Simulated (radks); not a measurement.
# Ar¹⁰⁺ in [He] 2s2 2p4: an all-electron calculation

An exercise on one series of results from a longer session: the logs are not shown, and one member is left open.

The numbers are computed with radks (a radial shooting solver on a logarithmic mesh, Libxc functionals) version 1 (scalar-relativistic Kohn-Sham, PBE, spin-polarised, spherical densities, finite nucleus; open shells are filled with parallel spins first), except any that are marked as measured or tabulated.

## The system

```
element            : argon (Z = 18)
charge             : +10
electrons          : 8
configuration      : [He] 2s2 2p4
nuclear rms radius : 3.4274 fm
```

Outer shells as boxes (Hund's rule):

Ar¹⁰⁺
```
[He] core
2s [↑↓]
2p [↑↓][↑ ][↑ ]
```

Set-up of the first run:

Input:

```text
Z 18
configuration [He] 2s2 2p4
relativity scalar-relativistic
functional pbe,pbe
spin polarised
nucleus finite rms 3.4274 fm
c 137.035999084
```

On the command line:

```bash
$ python run_ks.py task.json out
```

The same process makes all the runs of this session.

Among the steps run: Self-consistent calculation.

One table of the session follows, with a row left open; its other results are not shown here.

It belongs to the step «Orbitals and density». Radial moments (bohr):

```
  level      <r>  outermost maximum (interpolated)  90 % within
  1s up  0.08560                            0.0560        0.153
1s down  0.08547                            0.0560        0.153
  2s up   0.3905                             0.327        0.603
2s down   0.3932                             0.329        0.608
  2p up   0.3462                             0.267        0.565
2p down        ?                                 ?            ?
```

Q: Estimate the row for 2p down from the others.

The run gave: <r>: 0.3496; outermost maximum (interpolated): 0.269; 90 % within: 0.571. In the column «<r>» it lies between 2p up (0.3462) and 2s up (0.3905).

To keep in mind: Open shells are spherical and high-spin; term and fine-structure splittings are not resolved.
